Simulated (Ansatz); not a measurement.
Below is the output of a Python script on the Python package of Ansatz (0.2.0) that makes a convergence test of the k-point mesh of Cu, space group I4/mmm. Write a script that gives it. Level of theory (first run): PBEsol, PAW, the default cutoff (420 eV here), 4×4×4 k-points, cold smearing of 0.1 eV. The script varies spacing (1/A): 0.8, 0.6, 0.5, 0.4, 0.33.

```
Cu
1.0
    -1.44279    1.44279    1.37608
     1.44279   -1.44279    1.37608
     1.44279    1.44279   -1.37608
Cu
1
Direct
  0.00000 0.00000 0.00000
```

```console
$ python kconv.py
DeckWarning: basis.ecutwfc = 420 eV, auto-derived from the records' recommended cutoffs: set by Cu (normal level)
0.8: +172.12 meV/atom
0.6: +49.42 meV/atom
0.5: -31.14 meV/atom
0.4: +17.11 meV/atom
```
(Warnings from the package without file and line.)

The script that was run (others could print the same):

The script, `kconv.py`:
```python
"""Convergence of Cu with the k-point mesh."""

import csv

import ansatz as az

params = {
    "functional": "pbesol",
    "width_ev": 0.1,
}

crystal = (
    az.Lattice.of((-1.442793, 1.442793, 1.376081), (1.442793, -1.442793, 1.376081), (1.442793, 1.442793, -1.376081))
    .atom("Cu", (0.0, 0.0, 0.0))
)

calc = (
    crystal.calculation()
    .functional(params["functional"])
    .occupations(az.OccupationsMethod.COLD, width=params["width_ev"])
)

rows = []
for value in [0.8, 0.6, 0.5, 0.4, 0.33]:
    rep = calc.kpoints(spacing=value).run(threads=1).report
    rows.append((value, rep["free_energy_ev"] / len(rep["lattice"]["sites"]), rep["n_iterations"], rep["n_kpoints"]))

with open("kconv.csv", "w", newline="") as handle:
    writer = csv.writer(handle)
    writer.writerow(["spacing (1/A)", "F/atom (eV)", "iterations", "k-points"])
    writer.writerows([round(v, 5) if isinstance(v, float) else v for v in row] for row in rows)

# differences from the last row
for row in rows[:-1]:
    shift = 1000 * (row[1] - rows[-1][1])
    print(f"{row[0]}: {shift:+.2f} meV/atom" + ("  (within 1 meV)" if abs(shift) < 1 else ""))
```

Notes:
- No spin polarisation was allowed.
- This isn't the structure that Cu takes at ambient conditions.
- Shifts are counted from the finest mesh, which is itself no proven limit.
- By the engine's processor time: 2 s on 1 thread of Intel(R) Xeon(R) Processor @ 2.30GHz, on a shared host, peak memory 0.44 GiB.
